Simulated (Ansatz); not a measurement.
# GaSiH3F2 (SMILES [F][Ga]([F])[SiH3]) at RPA@PBE/6-31G(d) (spherical functions)

What is the vertical ionisation energy of GaSiH3F2 at RPA@PBE/6-31G* (spherical functions)? 

The calculation is run with Ansatz 0.2.0.

78 further runs of the same task are left out: 1 that didn't finish, 77 set aside as unsound or not needed. Runs told in other sessions of the task aren't counted.

### Step 1. Starting point

The species is GaSiH3F2 (7 atoms), meant as a singlet with charge 0. As SMILES, `[F][Ga]([F])[SiH3]`. Geometry: relaxed at PBE0-D4/def2-TZVP.

Bond lengths: F1–Ga2 1.750 Å, Ga2–F3 1.749 Å, Ga2–Si4 2.387 Å, Si4–H5 1.483 Å, Si4–H6 1.483 Å, Si4–H7 1.484 Å. Angles: F1–Ga2–F3 110.4°, F1–Ga2–Si4 124.5°, F3–Ga2–Si4 125.2°, Ga2–Si4–H5 109.3°, Ga2–Si4–H6 108.8°, Ga2–Si4–H7 107.8°, H5–Si4–H6 110.6°, H5–Si4–H7 110.2°, H6–Si4–H7 110.0°.

### Step 2. The energy at RPA@PBE/6-31G(d) (spherical functions)

Input file molecule.yaml:

```yaml
basis:
  gaussian: {orbitals: 6-31G_st_-spherical.json}
crystal:
  periodic: [false, false, false]
  atoms:
    - symbol: F
      position_ang: [0.337700, -1.716900, 2.042000]
    - symbol: Ga
      position_ang: [0.749800, -0.872200, 0.566000]
    - symbol: F
      position_ang: [2.304600, -1.409500, -0.029300]
    - symbol: Si
      position_ang: [-0.636100, 0.761900, -0.486900]
    - symbol: H
      position_ang: [0.191200, 1.594100, -1.392900]
    - symbol: H
      position_ang: [-1.267600, 1.599600, 0.561500]
    - symbol: H
      position_ang: [-1.679500, 0.043100, -1.260400]
hamiltonian: {xc: {name: PBE}}
correlation: {method: rpa, frozen_orbitals: {F: 1, Ga: 9, H: 0, Si: 5}}
accuracy: high
```

The basis set 6-31G* is read from a file made from the Basis Set Exchange's data (not shown).

On the command line:

```console
$ ansatz run molecule.yaml --threads 1 --pin off --max-ram 3480MiB --events-out events.jsonl --progress --plain --runs-dir runs
```

The program printed:

```text
Warning: RAYON_NUM_THREADS=1 ignored (pool sized by the plan → 1); use --threads N
Functional definition: PBE
  name "PBE"
  parameter kappa = 0.804
  parameter beta = 0.06672455060314922
  exchange = pbe_x(kappa = kappa, mu = beta*pi^2/3)
  correlation = pbe_c(beta = beta)
1770 factors; integrals over basis functions are off by at most 5.7e-9 eV
mean field evaluation 1: about -65709.9952 eV, gradient 5.6e1 eV
mean field evaluation 2: about -65709.9825 eV, gradient 5.6e1 eV
mean field evaluation 4: about -65714.3574 eV, gradient 1.5e1 eV
mean field evaluation 8: about -65714.9001 eV, gradient 5.0e-1 eV
mean field evaluation 16: about -65714.8983 eV, gradient 2.8e-5 eV
mean field -65714.89833226 eV, -2414.9779705526 hartree, gradient 3.5e-8 eV, S^2 0.000000; 1 other end points of the search recorded, 0 dependent functions left out
16 core orbitals not correlated: weight in the atoms' cores, before any rotation towards them, 1.000 or more for the frozen orbitals, at most 0.000 for the correlated occupied ones
reference -65648.11902734 eV, -2412.5238763614 hartree; 17, 17 occupied and 51, 51 virtual orbitals, 1770 factors
Total energy: -65674.93853037 eV, -2413.5094749188 hartree
```

It took 24 s on 1 thread of Arm Neoverse N1, shared host; peak memory 0.27 GiB.

### Step 3. The doublet cation, same level

Input file input.yaml:

```yaml
basis:
  gaussian:
    orbitals: 6-31G_st_-spherical.json
crystal:
  periodic: [false, false, false]
  atoms:
    - {symbol: F, position_ang: [0.337700, -1.716900, 2.042000]}
    - {symbol: Ga, position_ang: [0.749800, -0.872200, 0.566000]}
    - {symbol: F, position_ang: [2.304600, -1.409500, -0.029300]}
    - {symbol: Si, position_ang: [-0.636100, 0.761900, -0.486900]}
    - {symbol: H, position_ang: [0.191200, 1.594100, -1.392900]}
    - {symbol: H, position_ang: [-1.267600, 1.599600, 0.561500]}
    - {symbol: H, position_ang: [-1.679500, 0.043100, -1.260400]}
total_charge: 1
magnetization:
  spin_polarized: true
  initial_magnetization: 1
hamiltonian:
  xc: {name: PBE}
correlation:
  method: rpa
  frozen_orbitals: {F: 1, Ga: 9, H: 0, Si: 5}
accuracy: high
```

The basis set 6-31G* is read from a file made from the Basis Set Exchange's data (not shown).

On the command line:

```console
$ ansatz run input.yaml --threads 1 --pin off --max-ram 3480MiB --events-out events.jsonl --progress --plain --runs-dir runs
```

The program printed (excerpt; [...] marks lines left out):

```text
Warning: RAYON_NUM_THREADS=1 ignored (pool sized by the plan → 1); use --threads N
[... 2 set-up lines as earlier in the session ...]
[...]
1769 factors; integrals over basis functions are off by at most 5.7e-9 eV
[...]
mean field -65704.14310063 eV, -2414.5827230802 hartree, gradient 3.3e-8 eV, S^2 0.752263; 4 other end points of the search recorded, 0 dependent functions left out
16 core orbitals not correlated: weight in the atoms' cores, before any rotation towards them, 1.000 or more for the frozen orbitals, at most 0.000 for the correlated occupied ones
reference -65636.64568336 eV, -2412.1022387470 hartree; 17, 16 occupied and 51, 52 virtual orbitals, 1769 factors
Total energy: -65664.13921008 eV, -2413.1126072184 hartree
```

Wall time 44 s (1 thread of Arm Neoverse N1, shared host); peak memory 0.35 GiB.

### Step 4. Outcome

At RPA@PBE/6-31G* (spherical functions), 16 core orbitals frozen:

```
                                          quantity           value
                    singlet GaSiH3F2: total energy  -2413.50947 Eh
singlet GaSiH3F2: RPA correlation energy (valence)      -985.6 mEh
                      doublet cation: total energy  -2413.11261 Eh
  doublet cation: RPA correlation energy (valence)     -1010.4 mEh
 doublet cation: ⟨S²⟩ of the reference determinant           0.752
vertical ionisation energy (to the doublet cation)       10.799 eV
```

In words: The vertical ionisation energy comes to 10.80 eV (1042 kJ/mol).
